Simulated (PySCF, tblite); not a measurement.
# C₆H₁₁NO− (doublet): geometry, infrared bands and EPR parameters

What infrared bands and EPR parameters should C₆H₁₁NO− (doublet) (`C=C[C]([O-])N(C)CC`) show?

Computed with tblite 0.8.0 and PySCF 2.14.0, with density-fitted response routines of our own, on a single molecule in the gas phase. Atoms count from 0, in the outputs and in this text.

### Step 1. Starting geometry

19 atoms, charge -1, multiplicity 2; geometry from: force field or distance geometry start.

Bonds of the start (Å): C0–C1 1.36, C1–C2 1.43, C2–O3 1.27, C2–N4 1.49, N4–C5 1.47, N4–C6 1.47, C6–C7 1.53, C0–H8 1.08, C0–H9 1.09, C1–H10 1.08, C5–H11 1.09, C5–H12 1.10, C5–H13 1.10, C6–H14 1.10, C6–H15 1.09, C7–H16 1.10, C7–H17 1.08, C7–H18 1.09.

### Step 2. Relaxing the molecule with GFN2-xTB

Job settings and geometry (Å):

```
{"job": {"kind": "relax", "xc": "GFN2-xTB", "basis": "xTB"}, "charge": -1, "multiplicity": 2}
C      2.528300     0.017800     0.703000
C      2.021900     0.427500    -0.485400
C      0.685000     0.196400    -0.923400
O      0.397100     0.648700    -2.073600
N     -0.302200    -0.559500    -0.109300
C     -0.664300    -1.804500    -0.800600
C     -1.511100     0.227100     0.170700
C     -1.231000     1.399800     1.119500
H      3.551500     0.225100     0.971600
H      1.891400    -0.518500     1.412200
H      2.676400     0.961400    -1.159700
H     -1.218000    -1.646600    -1.728700
H     -1.285900    -2.424000    -0.132500
H      0.238300    -2.399400    -1.026600
H     -2.238500    -0.415200     0.689200
H     -2.014700     0.584400    -0.722000
H     -2.178200     1.885100     1.391800
H     -0.598000     2.146200     0.651500
H     -0.757900     1.057300     2.044800
```

The run is started by

```bash
OMP_NUM_THREADS=1 python probes_run.py task.json out
```

One launch serves the whole session: the jobs run in the order shown.

**Question.** This job is followed by: GFN2-xTB harmonic vibrations, gas phase; UKS B3LYP, pcH-1 on C H N O, non-relativistic, mean-field spin-orbit, GIAO. Predict these results of the whole session: strongest single infrared mode (GFN2-xTB); zero-point energy (GFN2-xTB); g(iso) (B3LYP); ⟨S²⟩; largest a(iso) (averaged by class).

**Answer**, as computed:

```
                                 quantity                  value
strongest single infrared mode (GFN2-xTB)  1371 cm⁻¹, 252 km/mol
             zero-point energy (GFN2-xTB)          97.5 kcal/mol
                           g(iso) (B3LYP)                2.00363
                                     ⟨S²⟩     0.759 (exact 0.75)
       largest a(iso) (averaged by class)    13C on C0, 40.4 MHz
```

In words: The optimisation took 128 steps and gained 0.307 eV; among the close pairs (by a distance rule), C0–C1 changed most, from 1.355 to 1.383 Å. No mode is imaginary among the 51: a minimum at this level. The strongest single mode, at 1371 cm⁻¹, is spread over many atoms; the largest shares are those of C1, H8. Unscaled tight-binding wavenumbers are off by several per cent, some by more. Its intensities can rank the bands wrongly. The largest share of the spin, 0.57 e, sits on C0. The isotropic g lies 1.3 ppt above the free-electron value. The records flag this anion as possibly unbound in the gas phase, so the basis may hold the extra electron. These values are for one conformer; the search (at its own cheap level) found 2 more, at 1.06, 4.38 kcal/mol, and measured spectra average over such forms.
